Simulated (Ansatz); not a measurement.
# Co2Ge: bonding charge in real space, part 2 of 2

Aim: see in Co2Ge how the density differs from that of free atoms, which states sit where, how compression changes the bonding charge and how the functional moves the density. The geometry is as listed and is not relaxed.

Ansatz 0.2.0; DFT r2SCAN, scalar-relativistic, plane waves, PAW.

## 5. The cell at 90 % of its volume

Fractional coordinates and the k mesh are kept.

input.yaml

```yaml
crystal:
  lattice:
    - [3.8670552265, 0.0, 0.0]
    - [-1.9335276133, 3.348968064, 0.0]
    - [0.0, 0.0, 4.8419765728]
  atoms:
    - { symbol: Co, position: [0.66666667, 0.33333333, 0.25] }
    - { symbol: Co, position: [0.0, 0.0, 0.5] }
    - { symbol: Co, position: [0.0, 0.0, 0.0] }
    - { symbol: Co, position: [0.33333333, 0.66666667, 0.75] }
    - { symbol: Ge, position: [0.33333333, 0.66666667, 0.25] }
    - { symbol: Ge, position: [0.66666667, 0.33333333, 0.75] }
basis:
  ecutwfc: 500
  fft_grid_basis: typed
kpoints:
  mp_grid: { grid: [12, 12, 8] }
hamiltonian:
  xc: r2scan
  pseudopotentials: { kind: paw }
scf:
  occupations: { method: gaussian, width: 0.05 }
output:
  forces: true
  stress: true
  eigenvalues: true
  bader: true
  write_density: true
  volumetric_format: npy
  elf: true
```

Launch:

```
$ ansatz run input.yaml --threads 2 --pin off --max-ram 4096MiB --backend cpu --events-out ev --progress --plain --runs-dir out
```

The program printed, cut to the lines that bear on the results:

```text
Warning: RAYON_NUM_THREADS=2 ignored (pool sized by the plan → 2); use --threads N
[...]
Pseudopotentials: kind: paw
Pseudopotential: Co, paw, valence charge 17, recommended cutoff 500 eV (meta_gga), Co.paw.azcp
Pseudopotential: Ge, paw, valence charge 14, recommended cutoff 500 eV (meta_gga), Ge.paw.azcp
Functional definition: r2SCAN
[...]
Crystal: 6 atoms, lattice volume = 62.707 Å³
Basis set: ecut = 500 eV, 1571 PW (Γ), exchange–correlation on 120×120×144 points (64 copies of the dense FFT grid, shifted against one another)
Bands: 58, of which v1, the nominal top of the filled ones, is band 48 counted from 1 (47 counted from 0)
Symmetry: 24 space group operations
Space group: P63/mmc (ITA 194), of the structure as read, at distance tolerance 4.0e-5 Å
k-points: 95 of 1152
[...]
Entropy (-TS):   -0.006834 eV (-1.139 meV/atom)
Fermi energy:    20.161239 eV
[...]
--- Forces (eV/Å), atoms counted from 1 ---
  atom   1  Co     0.00000000    -0.00000000     0.00000000
  atom   2  Co     0.00000000    -0.00000000     0.00000000
  atom   3  Co     0.00000000     0.00000000    -0.00000000
  atom   4  Co    -0.00000000     0.00000000    -0.00000000
  atom   5  Ge     0.00000000    -0.00000000     0.00000000
  atom   6  Ge    -0.00000000     0.00000000    -0.00000000
[...]
--- Stress (GPa, compression-positive) ---
       18.729086      -0.000000      -0.000000
       -0.000000      18.729086      -0.000000
       -0.000000      -0.000000      15.202877
  P = ⅓ Tr σ = 17.5537 GPa (175.537 kbar)
--- Band table (eV; the first three rows and the last of 95) ---
[...]
--- Bader charges: 6 sites ---
  site symbol  charge [e]  shift [e]
     0     Co     -0.2457     0.0047
     1     Co      0.0390     0.0001
     2     Co      0.0390     0.0001
     3     Co     -0.2457     0.0047
     4     Ge      0.2067     0.0046
     5     Ge      0.2067     0.0046
  estimated error of the sums over rays = 9.1e-4 e
```

Wall time 1.7 min (2 threads of Arm Neoverse N1, shared host); peak memory 0.71 GiB.

Deformation density at this volume.

Deformation density in a lattice plane of the grid's cell (edges 3.87 and 4.84 Å, at 0.333 of the third edge), which holds Co and Ge.

Ten even steps from '0' (-115.09 × 10⁻³ e/Å³) to '9' (398.26 × 10⁻³ e/Å³):
```
22222222221111111122
22222222211000001122
22222222210000000112
22222222210025410012
22222222210059830012
22222222210025410012
22222222210000000112
22222222211000001122
22222222221111111122
22222222222222222222
22222222222222222222
22222222222233322222
22222222222234322222
22222222222223222222
22222222223444433322
22222222222223222222
22222222222234322222
22222222222233322222
22222222222222222222
22222222222222222222
```
Columns run along the first of these edges and rows up along the second, over one cell in 20 and 20 even steps from the bottom left corner. Atoms in the plane (fractional): Co at (0.67, 0.25), Ge at (0.67, 0.75).

Co–Ge (2.23 Å): Δρ is +0.07 e/Å³ at the midpoint. Co–Co (2.42 Å): Δρ is +0.02 e/Å³ at the midpoint. Co–Ge (2.42 Å): Δρ is +0.008 e/Å³ at the midpoint. Outside the cores the largest gain is 0.09 e/Å³, at the edge of the Co core regions, and the largest loss 0.08 e/Å³, at the edge of the Ge core regions. The rearranged charge, half the integral of |Δρ|, is about 0.14 e an atom. Bader charges: Co −0.25 to +0.04 and Ge +0.21 e.

## 6. The same cell with LDA

input.yaml

```yaml
crystal:
  lattice:
    - [4.0052799007, 0.0, 0.0]
    - [-2.0026399504, 3.4686741433, 0.0]
    - [0.0, 0.0, 5.015049]
  atoms:
    - { symbol: Co, position: [0.66666667, 0.33333333, 0.25] }
    - { symbol: Co, position: [0.0, 0.0, 0.5] }
    - { symbol: Co, position: [0.0, 0.0, 0.0] }
    - { symbol: Co, position: [0.33333333, 0.66666667, 0.75] }
    - { symbol: Ge, position: [0.33333333, 0.66666667, 0.25] }
    - { symbol: Ge, position: [0.66666667, 0.33333333, 0.75] }
basis:
  ecutwfc: 420
  fft_grid_basis: typed
kpoints:
  mp_grid: { grid: [12, 12, 8] }
hamiltonian:
  xc: lda
  pseudopotentials: { kind: paw }
scf:
  occupations: { method: gaussian, width: 0.05 }
output:
  forces: true
  stress: true
  eigenvalues: true
  bader: true
  write_density: true
  volumetric_format: npy
```

Launch:

```
$ ansatz run input.yaml --threads 2 --pin off --max-ram 4096MiB --backend cpu --events-out ev --progress --plain --runs-dir out
```

The program printed, cut to the lines that bear on the results:

```text
Warning: RAYON_NUM_THREADS=2 ignored (pool sized by the plan → 2); use --threads N
[...]
[... 1 set-up line as earlier in the session ...]
Pseudopotential: Co, paw, valence charge 17, recommended cutoff 420 eV (normal), Co.paw.azcp
Pseudopotential: Ge, paw, valence charge 14, recommended cutoff 420 eV (normal), Ge.paw.azcp
Functional definition: SPW92
[...]
Crystal: 6 atoms, lattice volume = 69.674 Å³
Basis set: ecut = 420 eV, 1385 PW (Γ)
Bands: 58, of which v1, the nominal top of the filled ones, is band 48 counted from 1 (47 counted from 0)
[... 2 set-up lines as earlier in the session ...]
k-points: 95 of 1152
[...]
SCF iter   1: F=—  HF=-28683.455468 eV  |F-HF|=—  |Δ(HF+E_count)|=         —  Δρ=2.13e-2  dr2=1.46e-1  ethr=1.77e-3  ⟨swp⟩=5.7  Hψ=16681  notcnv=0  defer=82
[...]
Entropy (-TS):   -0.008679 eV (-1.446 meV/atom)
Fermi energy:    17.481738 eV
[...]
--- Forces (eV/Å), atoms counted from 1 ---
  atom   1  Co    -0.00000000     0.00000000     0.00000000
  atom   2  Co    -0.00000000    -0.00000000     0.00000000
  atom   3  Co     0.00000000     0.00000000    -0.00000000
  atom   4  Co     0.00000000    -0.00000000    -0.00000000
  atom   5  Ge    -0.00000000     0.00000000     0.00000000
  atom   6  Ge    -0.00000000    -0.00000000    -0.00000000
[...]
--- Stress (GPa, compression-positive) ---
      -16.262180      -0.000000      -0.000000
       -0.000000     -16.262180      -0.000000
       -0.000000      -0.000000     -14.664147
  P = ⅓ Tr σ = -15.7295 GPa (-157.295 kbar)
--- Band table (eV; the first three rows and the last of 95) ---
[...]
--- Bader charges: 6 sites ---
  site symbol  charge [e]  shift [e]
     0     Co     -0.1951     0.0023
     1     Co      0.0168     0.0008
     2     Co      0.0168     0.0008
     3     Co     -0.1951     0.0023
     4     Ge      0.1783     0.0016
     5     Ge      0.1783     0.0016
  estimated error of the sums over rays = 7.0e-4 e
```

Wall time 63 s (2 threads of Arm Neoverse N1, shared host); peak memory 0.54 GiB.

Density with LDA less that of the base run, valid outside the PAW spheres.

The difference in a lattice plane of the grid's cell (edges 4.01 and 5.02 Å, at 0.333 of the third edge), which holds Co and Ge.

Ten even steps from ' ' (-181.92 × 10⁻³ e/Å³) to '@' (15.22 × 10⁻³ e/Å³):
```
@@@@@@@@@@@@@@@@%%@@@@@@@@@@@@@@@@@@%%@@
@@@@@@@@@@@@@@@@@@@@@@@@@@@@@@@@@@@@@@@@
%%@@@@@@@@@@@@%%@@@@@@@@@@@@@@@@@@@@@@@@
%%@@@@@@@@@@@@%%@@@@@@@@%%****%%@@@@@@@@
%%@@@@@@@@@@@@%%@@@@@@@@**----##@@@@@@@@
%%@@@@@@@@@@@@%%@@@@@@@@%%****%%@@@@@@@@
%%@@@@@@@@@@@@%%@@@@@@@@@@@@@@@@@@@@@@@@
@@@@@@@@@@@@@@@@@@@@@@@@@@@@@@@@@@@@@@@@
@@@@@@@@@@@@@@@@%%@@@@@@@@@@@@@@@@@@%%@@
@@@@@@@@@@@@@@@@%%%%@@@@@@@@@@@@@@@@%%@@
@@@@@@@@@@@@@@@@@@@@@@@@@@@@@@@@@@@@@@@@
@@@@@@@@@@@@@@@@@@@@@@@@@@@@@@@@@@@@@@@@
%%@@@@@@@@@@%%@@@@@@@@@@%%%%%%@@@@@@@@@@
%%%%@@@@@@@@%%@@@@@@@@@@##==++%%@@@@@@@@
%%%%@@@@@@%%%%@@@@@@@@%%==  ..**%%@@@@@@
%%%%@@@@@@@@%%@@@@@@@@@@##==++%%@@@@@@@@
%%@@@@@@@@@@%%@@@@@@@@@@%%%%%%@@@@@@@@@@
@@@@@@@@@@@@@@@@@@@@@@@@@@@@@@@@@@@@@@@@
@@@@@@@@@@@@@@@@@@@@@@@@@@@@@@@@@@@@@@@@
@@@@@@@@@@@@@@@@%%%%@@@@@@@@@@@@@@@@%%@@
```
Columns run along the first of these edges and rows up along the second, over one cell in 20 and 20 even steps from the bottom left corner. Atoms in the plane (fractional): Co at (0.67, 0.25), Ge at (0.67, 0.75).

**How does the change of level move the electrons?**

- LDA has more density at the edge of the Co core regions (up to 0.02 e/Å³) and less 1.5 Å from a Co nucleus (by 0.007 e/Å³).
- Bader charges are Co −0.18 to +0.08 and Ge +0.11 e with r2SCAN and Co −0.20 to +0.02 and Ge +0.18 e with LDA.

## 7. Outcome

What follows sums up all 2 parts.

```
                     quantity                                                            value
              gap on the mesh                                                     none (metal)
                     pressure                                                         -8.3 GPa
                Bader charges                                    Co -0.18 to +0.08, Ge +0.11 e
the states at the Fermi level                                                     Co 3d (90 %)
               at 90 % volume  17.6 GPa, gap none (metal), Bader Co -0.25 to +0.04, Ge +0.21 e
                     with LDA                gap none (metal), -15.7 GPa, 63 s against 1.9 min
```

In words: Co–Ge (2.31 Å): Δρ is +0.06 e/Å³ at the midpoint. Co–Co (2.51 Å): Δρ is +0.02 e/Å³ at the midpoint. Co–Ge goes from 2.31 to 2.23 Å with the volume, and the deformation density at its midpoint from +0.06 to +0.07 e/Å³. LDA has more density at the edge of the Co core regions (up to 0.02 e/Å³) and less 1.5 Å from a Co nucleus (by 0.007 e/Å³). The final runs have no spin polarisation, so no magnetic state was tried and one may lie lower.
